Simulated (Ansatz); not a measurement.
**C₂H₇GeNSi: basis-set convergence**

Aim: see how fast density functionals converge with the basis set for C₂H₇GeNSi.

The runs use Ansatz 0.2.0, Gaussian basis; one geometry, several basis sets.

Levels to be run: PBE0-D4/def2-SVP; ωB97M-V/def2-SVP; PBE0-D4/def2-QZVPP; ωB97M-V/def2-QZVPP; the functionals' def2-TZVPP values are taken from earlier runs.

### 1 The geometry

An earlier PBE0-D4 in a triple-zeta def2 set relaxation fixed the geometry.

12 atoms, charge 0, spin multiplicity 1.

Atoms are counted from 1 here; the program's logs count them from 0.

Bond lengths: Ge1–N2 1.850 Å, Ge1–H6 1.536 Å, Ge1–H7 1.534 Å, Ge1–H8 1.536 Å, N2–C3 1.350 Å, N2–H9 1.005 Å, C3–C4 1.346 Å, C3–Si5 1.814 Å, C4–Si5 1.793 Å, C4–H10 1.082 Å, Si5–H11 1.487 Å, Si5–H12 1.487 Å. Angles: N2–Ge1–H6 109.2°, N2–Ge1–H7 105.6°, N2–Ge1–H8 109.2°, H6–Ge1–H7 111.4°, H6–Ge1–H8 109.9°, H7–Ge1–H8 111.5°, Ge1–N2–C3 123.0°, Ge1–N2–H9 120.4°, C3–N2–H9 116.6°, N2–C3–C4 137.9°, N2–C3–Si5 154.9°, C4–C3–Si5 67.2°, C3–C4–Si5 68.9°, C3–C4–H10 137.0°, Si5–C4–H10 154.1°, C3–Si5–C4 43.8°, C3–Si5–H11 121.6°, C3–Si5–H12 121.5° and more.

### 2 PBE0-D4 in def2-SVP

The input, in.yaml:

```yaml
crystal:
  periodic: [false, false, false]
  atoms:
    - {symbol: Ge, position_ang: [-1.332924, 1.041047, 1.398396]}
    - {symbol: N, position_ang: [-0.548201, 0.821478, -0.261927]}
    - {symbol: C, position_ang: [0.331050, -0.166223, -0.535611]}
    - {symbol: C, position_ang: [0.906609, -1.198026, 0.109742]}
    - {symbol: Si, position_ang: [1.465514, -1.109138, -1.591383]}
    - {symbol: H, position_ang: [-0.236329, 1.273294, 2.448746]}
    - {symbol: H, position_ang: [-2.247891, 2.264974, 1.262950]}
    - {symbol: H, position_ang: [-2.132837, -0.222370, 1.749848]}
    - {symbol: H, position_ang: [-0.765281, 1.452196, -1.013849]}
    - {symbol: H, position_ang: [0.877622, -1.624783, 1.103477]}
    - {symbol: H, position_ang: [2.796393, -0.570812, -1.979398]}
    - {symbol: H, position_ang: [0.963275, -2.016736, -2.656990]}
basis:
  gaussian: {orbitals: def2-SVP}
hamiltonian: {xc: pbe0, dispersion: d4}
output: {orbitals: {seedname: orbitals}}
```

Further steps of the session: ωB97M-V in def2-SVP; PBE0-D4 in def2-QZVPP; ωB97M-V in def2-QZVPP.

Q: Predict the results of all the runs planned. Wanted: PBE0-D4: double and triple zeta above quadruple; ωB97M-V: double and triple zeta above quadruple.

As calculated:

| quantity | value |
| --- | --- |
| PBE0-D4: double and triple zeta above quadruple | 15.64, 1.70 eV |
| ωB97M-V: double and triple zeta above quadruple | 15.73, 1.64 eV |

What this shows: PBE0-D4 gains 13.94 eV from double to triple zeta, then 1.70 eV more. Total energies overstate the basis error of differences, where much of it tends to cancel. The LUMO of ωB97M-V is positive and keeps falling with the basis (2.29 to 1.35 eV): an unbound level that the basis holds in place.
